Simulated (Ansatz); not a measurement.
# GaH5Si: the cost of one run

The runs use Ansatz 0.2.0, Gaussian basis; PBE0-D4/def2-TZVP structures, single points in def2-TZVPP, no counterpoise correction.

Levels: SPW92, PBE-D4, BLYP-D4, r2SCAN-D4, B97M-V, PBE0-D4, B3LYP-D4, r2SCAN0-D4, BHLYP-D4, CAM-B3LYP-D4, wB97X-V, wB97M-V, B2PLYP, PBE-QIDH, RPA on PBE, Hartree-Fock, MP2, CCSD, CCSD(T).

Cores are frozen in the correlated methods. Filled d shells of the heavier atoms are correlated. B3LYP uses VWN-RPA correlation. B2PLYP carries no dispersion term here.

94 further runs of the same task are left out: 94 set aside as unsound or not needed.

**1. Where the work starts**

The complex: 11 atoms, charge 0, spin multiplicity 1.

Atoms are counted from 1 here; the program's logs count them from 0.

Bond lengths: Ga1–Si2 2.420 Å, Ga1–H3 1.582 Å, Ga1–H4 1.582 Å, Ga1–N6 2.153 Å, Si2–H7 1.498 Å, Si2–H8 1.497 Å, Si2–H9 1.492 Å, H5–N6 1.014 Å, N6–H10 1.014 Å, N6–H11 1.014 Å. Angles: Si2–Ga1–H3 117.7°, Si2–Ga1–H4 118.2°, Si2–Ga1–N6 99.5°, H3–Ga1–H4 117.7°, H3–Ga1–N6 97.9°, H4–Ga1–N6 98.0°, Ga1–Si2–H7 112.3°, Ga1–Si2–H8 112.9°, Ga1–Si2–H9 113.4°, H7–Si2–H8 105.2°, H7–Si2–H9 106.2°, H8–Si2–H9 106.3°, Ga1–N6–H5 111.1°, Ga1–N6–H10 111.3°, Ga1–N6–H11 109.8°, H5–N6–H10 108.2°, H5–N6–H11 108.1°, H10–N6–H11 108.1°.

Coordinates:

```
Ga   -0.24041   -0.16874   -1.06787
Si    0.39022   -1.65144    0.73804
H     0.85868    0.18175   -2.15014
H    -1.75433   -0.15055   -1.52510
H     0.69296    1.90118    0.37470
N    -0.22416    1.70739   -0.01129
H     1.68433   -1.25052    1.37615
H    -0.60774   -1.66815    1.85321
H     0.56059   -3.06987    0.30802
H    -0.89460    1.70786    0.74905
H    -0.46555    2.46109   -0.64476
```

Its parts: GaSiH5 holds atoms 1, 2, 3, 4, 7, 8, 9; NH3 holds atoms 5, 6, 10, 11. Each part counts its atoms afresh in its own runs.

**2. Relaxing GaSiH5 alone**

Input file relax-a/in.yaml:

```yaml
crystal:
  periodic: [false, false, false]
  atoms:
    - {symbol: Ga, position_ang: [-0.240410, -0.168737, -1.067874]}
    - {symbol: Si, position_ang: [0.390218, -1.651439, 0.738041]}
    - {symbol: H, position_ang: [0.858684, 0.181748, -2.150139]}
    - {symbol: H, position_ang: [-1.754329, -0.150554, -1.525102]}
    - {symbol: H, position_ang: [1.684327, -1.250521, 1.376150]}
    - {symbol: H, position_ang: [-0.607737, -1.668150, 1.853208]}
    - {symbol: H, position_ang: [0.560586, -3.069873, 0.308018]}
basis:
  gaussian: {orbitals: def2-TZVP}
hamiltonian: {xc: pbe0, dispersion: d4}
relax: {f_tol: 0.005, max_steps: 200}
```

Started as:

```bash
ansatz run in.yaml --threads 4 --pin off --events-out ev --progress --plain --max-ram 9574MiB
```

**Question.** How long does this run take on 4 threads of Arm Neoverse V2, shared host?

About 6 s.
